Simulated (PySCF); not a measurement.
# ZnP (quartet) under other conditions

How does ZnP (quartet) answer to another spin, charge, distance or environment?

The runs use PySCF 2.14.0; each script names its method and basis.

1 further run of the same task is left out (it didn't finish).

## 1. Where the work starts

ZnP (quartet): 2 atoms, charge 0, spin multiplicity 4.

Bond lengths: Zn1–P2 2.142 Å.

## 2. The base run

input.py

```python
from pyscf import gto, scf

mol = gto.M(
    atom='Zn 0 0 0; P 0 0 2.142',
    basis='x2c-svpall',
    charge=0,
    spin=3,
    verbose=4,
)
mf = scf.UHF(mol)
mf = mf.sfx2c1e()
mf.kernel()
mf.stability(internal=True, external=True)
mf.dip_moment()
print('orbital energies (hartree):', [e[max(0, n-3):n+3].round(4) for e, n in zip(mf.mo_energy, mol.nelec)])
```

Command:

```
$ OMP_NUM_THREADS=1 python input.py
```

Its log is not repeated here.

It gives: E(SCF) = -2135.326386 Eh, 11 cycles, ⟨S²⟩ = 3.770, μ = 1.40 D, internal stable; real -> complex stable; UHF/UKS -> GHF/GKS stable.

The bond length is a typed value, not an optimised one. The quartet is typed in the script; nothing here shows that it is the ground state.

## 3. PCM, ε = 32.6

Variant 1 changes solvent: none (gas phase) → PCM, ε = 32.6; step after the SCF: stability → analyze.

input.py

```python
from pyscf import gto, scf, solvent

mol = gto.M(
    atom='Zn 0 0 0; P 0 0 2.142',
    basis='x2c-svpall',
    charge=0,
    spin=3,
    verbose=4,
)
mf = scf.UHF(mol)
mf = mf.sfx2c1e()
mf = solvent.PCM(mf)
mf.with_solvent.eps = 32.6
mf.kernel()
mf.analyze()
print('orbital energies (hartree):', [e[max(0, n-3):n+3].round(4) for e, n in zip(mf.mo_energy, mol.nelec)])
```

Command:

```
$ OMP_NUM_THREADS=1 python input.py
```

## 4. Bond 3.213 Å

Variant 2 changes bond length: 2.142 Å → 3.213 Å.

input.py: that of step 2 with these lines changed.

```diff
@@ -3,3 +3,3 @@
 mol = gto.M(
-    atom='Zn 0 0 0; P 0 0 2.142',
+    atom='Zn 0 0 0; P 0 0 3.213',
     basis='x2c-svpall',
```

## 5. Sextet

Variant 3 changes spin (2S): 3 → 5.

input.py: that of step 2 with these lines changed.

```diff
@@ -6,3 +6,3 @@
     charge=0,
-    spin=3,
+    spin=5,
     verbose=4,
```

## 6. Octet

Variant 4 changes spin (2S): 3 → 7.

input.py: that of step 2 with these lines changed.

```diff
@@ -6,3 +6,3 @@
     charge=0,
-    spin=3,
+    spin=7,
     verbose=4,
```

## 7. Bond 25 Å

Variant 5 changes bond length: 2.142 Å → 25 Å.

input.py: that of step 2 with these lines changed.

```diff
@@ -3,3 +3,3 @@
 mol = gto.M(
-    atom='Zn 0 0 0; P 0 0 2.142',
+    atom='Zn 0 0 0; P 0 0 25',
     basis='x2c-svpall',
```

**Question.** What will these runs give? Wanted: for each run, E(SCF); from base; gap, α spin; SCF dipole; after the SCF.

As calculated:

```
                    run  E(SCF) (hartree)  from base (eV)  cycles  gap, α spin (eV)  SCF dipole (D)                                            after the SCF
                   base      -2135.326386               0      11             11.66            1.40                                                   stable
          PCM, ε = 32.6      -2135.341271         -0.4050      12             11.76            2.90                                                      n/a
           bond 3.213 Å      -2135.346261         -0.5408      13             12.61            0.03                                                   stable
                 sextet      -2135.046036         +7.6287      14              3.94            4.24  unstable: internal, real -> complex, UHF/UKS -> GHF/GKS
                  octet      -2134.666283        +17.9623      33              3.42            4.29  unstable: internal, real -> complex, UHF/UKS -> GHF/GKS
bond 25 Å (poor choice)      -2135.351026         -0.6705       8             13.19            0.00                                                   stable
```

In words: The largest comparable shift of the SCF energy, +17.962 eV, comes with the run “octet”. A continuum solvent with ε = 32.6 lowers the energy by 0.405 eV. The sextet solution found lies 7.63 eV above the base quartet at this geometry and level. The octet solution found lies 17.96 eV above the base quartet at this geometry and level. With bond 25 Å the frontier gap moves by over 1.5 eV, which can mean another electronic state rather than the bond length alone. Rows marked «poor choice» come from settings spoiled on purpose.
